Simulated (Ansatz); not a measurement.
# Re: stress in a strained cell

Re is deformed so: equal xx and yy strain of +3 %. What stress and forces result, by LAPW, PAW and all-electron datasets made for the crystal?

Program: Ansatz 0.2.0. Level of theory: DFT PBEsol, scalar-relativistic. These are calculated values, not measurements.

### Step 1. The system as given

It takes space group R-3m (No. 166, trigonal). The conventional cell has a = 2.768 Å, b = 2.768 Å, c = 20.096 Å, α = 90.00°, β = 90.00°, γ = 120.00°. Re (site symmetry -3m) is surrounded by 12 Re at 2.75 to 2.77 Å. Re (site symmetry 3m) is surrounded by 12 Re at 2.74 to 2.77 Å.

Coordinates:

```cif
data_structure
_symmetry_space_group_name_H-M 'R-3m:H'
_symmetry_Int_Tables_number 166
_cell_length_a 2.7678
_cell_length_b 2.7678
_cell_length_c 20.0958
_cell_angle_alpha 90.000
_cell_angle_beta 90.000
_cell_angle_gamma 120.000
_cell_volume 133.33
loop_
_atom_site_label
_atom_site_type_symbol
_atom_site_symmetry_multiplicity
_atom_site_Wyckoff_symbol
_atom_site_fract_x
_atom_site_fract_y
_atom_site_fract_z
_atom_site_occupancy
Re1 Re 3 a 0.00000 0.00000 0.00000 1
Re2 Re 6 c 0.33333 0.66667 0.88884 1
```

The file gives the conventional cell by its symmetry; the runs use the cell typed in the input.

Atoms are numbered in the order of the input: Re1, Re2, Re3.

### Step 2. The deformed structure

Space group R-3m before, R-3m after.

### Step 3. Full-potential LAPW

File input.yaml:

```yaml
crystal:
  lattice:
    - [1.425440847, 0.8229786567, 6.6986080885]
    - [-1.425440847, 0.8229786567, 6.6986080885]
    - [0.0, -1.6459573134, 6.6986080885]
  atoms:
    - { symbol: Re, position: [0.0, 0.0, 0.0] }
    - { symbol: Re, position: [0.22217388, 0.22217388, 0.22217388] }
    - { symbol: Re, position: [0.77782612, 0.77782612, 0.77782612] }
kpoints:
  mp_grid: { grid: [15, 15, 15] }
  band_path:
    path:
      - [0.0, 0.0, 0.0]
      - [0.5, 0.5, 0.5]
      - [0.8232705819, 0.1767294181, 0.5]
      - [0.5, -0.1767294181, 0.1767294181]
      - [0.5, 0.0, 0.0]
      - [0.0, 0.0, 0.0]
      - [0.3383647091, -0.3383647091, 0.0]
      - [0.6616352909, 0.0, 0.3383647091]
      - [0.5, 0.0, 0.5]
    npoints: 5
scf:
  occupations: { method: fermi_dirac, width: 0.05 }
hamiltonian:
  xc: pbesol
  pseudopotentials: { kind: all_electron, lapw: { basis_error: 0.0005 } }
output:
  forces: true
  stress: true
  eigenvalues: true
```

Run with:

```bash
> ansatz run input.yaml --threads 1 --pin off --max-ram 6144MiB --backend cpu --events-out ev --progress --plain --runs-dir out
```

### Step 4. PAW on the default files

File input.yaml:

```yaml
crystal:
  lattice:
    - [1.425440847, 0.8229786567, 6.6986080885]
    - [-1.425440847, 0.8229786567, 6.6986080885]
    - [0.0, -1.6459573134, 6.6986080885]
  atoms:
    - { symbol: Re, position: [0.0, 0.0, 0.0] }
    - { symbol: Re, position: [0.22217388, 0.22217388, 0.22217388] }
    - { symbol: Re, position: [0.77782612, 0.77782612, 0.77782612] }
kpoints:
  mp_grid: { grid: [15, 15, 15] }
scf:
  occupations: { method: fermi_dirac, width: 0.05 }
hamiltonian:
  xc: pbesol
  pseudopotentials: { kind: paw }
output:
  forces: true
  stress: true
  eigenvalues: true
  efg: { contact_densities: true }
  write_density: true
  write_potential: true
  elf: true
  volumetric_format: npy
```

### Step 5. Datasets made for this crystal

Edit input.yaml of step 4 so:

```diff
@@ -15,3 +15,3 @@
   xc: pbesol
-  pseudopotentials: { kind: paw }
+  pseudopotentials: { kind: all_electron, datasets: crystal }
 output:
@@ -21,5 +21 @@
   efg: { contact_densities: true }
-  write_density: true
-  write_potential: true
-  elf: true
-  volumetric_format: npy
```

(Steps that only read results are left out.)

Before running it: what results should come out? Wanted: pressure; largest shear or deviatoric stress.

As calculated:

```
                                 quantity                                                 value
                                 pressure  LAPW -24.75, PAW -24.88, crystal datasets -24.75 GPa
largest shear or deviatoric stress (LAPW)                                              6.37 GPa
```

**Reading.** The largest part of the stress beyond the pressure is 6.37 GPa in size, in the zz component; the atoms are carried along and not relaxed. No run of the undeformed cell stands beside it, so the pressure holds what the given cell had before the change. PAW: stress within 0.14 GPa of LAPW, forces within 1 meV/Å. Crystal datasets: stress within 0.01 GPa of LAPW, forces within 1 meV/Å. Spin-orbit coupling is left out, though the cell holds Re; in elements this heavy it can shift bands and gaps by tenths of an eV.
